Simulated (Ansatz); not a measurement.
**MoPt3: a trial structure relaxed**

Where does MoPt3 go from the start given, Cu3Au (L1_2) type (Pm-3m, No. 221)?

Method: DFT r2SCAN, scalar-relativistic, plane waves, PAW, in Ansatz 0.2.0.

1 further run of the same task is left out (it didn't finish).

## 1. Starting point

The structure is cubic, space group Pm-3m (No. 221). Conventional cell: a = 3.953 Å, b = 3.953 Å, c = 3.953 Å, α = 90.00°, β = 90.00°, γ = 90.00°. Mo (site symmetry m-3m) is surrounded by 12 Pt at 2.80 Å. Pt (site symmetry 4/mmm) has 4 Mo at 2.80 Å and 8 Pt at 2.80 Å as nearest neighbours.

Structure file:

```xyz
4
Lattice="3.9534 0.0000 0.0000 0.0000 3.9534 0.0000 0.0000 0.0000 3.9534" Properties=species:S:1:pos:R:3 pbc="T T T"
Mo    0.0000    0.0000    0.0000
Pt    0.0000    1.9767    1.9767
Pt    1.9767    0.0000    1.9767
Pt    1.9767    1.9767    0.0000
```

(A quick probe on a coarse mesh, which set the mesh and smearing, is not shown.)

## 3. Full relaxation

File input.yaml:

```yaml
crystal:
  lattice:
    - [3.9534414709, 0.0, 0.0]
    - [0.0, 3.9534414709, 0.0]
    - [0.0, 0.0, 3.9534414709]
  atoms:
    - { symbol: Mo, position: [0.0, 0.0, 0.0] }
    - { symbol: Pt, position: [0.0, 0.5, 0.5] }
    - { symbol: Pt, position: [0.5, 0.0, 0.5] }
    - { symbol: Pt, position: [0.5, 0.5, 0.0] }
basis:
  ecutwfc: 500
kpoints:
  mp_grid: { grid: [12, 12, 12] }
hamiltonian:
  xc: r2scan
scf:
  occupations: { method: gaussian, width: 0.1 }
output:
  forces: true
  stress: true
  eigenvalues: true
  write_density: true
  write_potential: true
  elf: true
  volumetric_format: npy
relax:
  adjacent_minimum: "off"
  f_tol: 0.01
  max_steps: 80
  cell: { stress_tol: 0.05 }
```

The run is started by

```console
$ ansatz run input.yaml --threads 1 --pin off --max-ram 2560MiB --backend cpu --events-out ev --progress --plain --runs-dir out
```

What does the calculation give?

**Answer**, as computed:

Formation energies count from the elements, computed with the same settings in runs not shown here.

```
                          quantity                                                                      value
                              cell  a = 3.937 Å, b = 3.937 Å, c = 3.937 Å, α = 90.00°, β = 90.00°, γ = 90.00°
                       space group                                                            Pm-3m (No. 221)
                            volume                                                              15.25 Å³/atom
                   gap on the mesh                                                               none (metal)
formation energy from the elements                                                             -0.104 eV/atom
```

The space group stayed Pm-3m, and from the first guess the volume went from 15.45 to 15.25 Å³/atom. With -0.10 eV/atom it lies under the elements, which doesn't yet make it stable against other compounds of them. Spin-orbit coupling is left out for Pt.
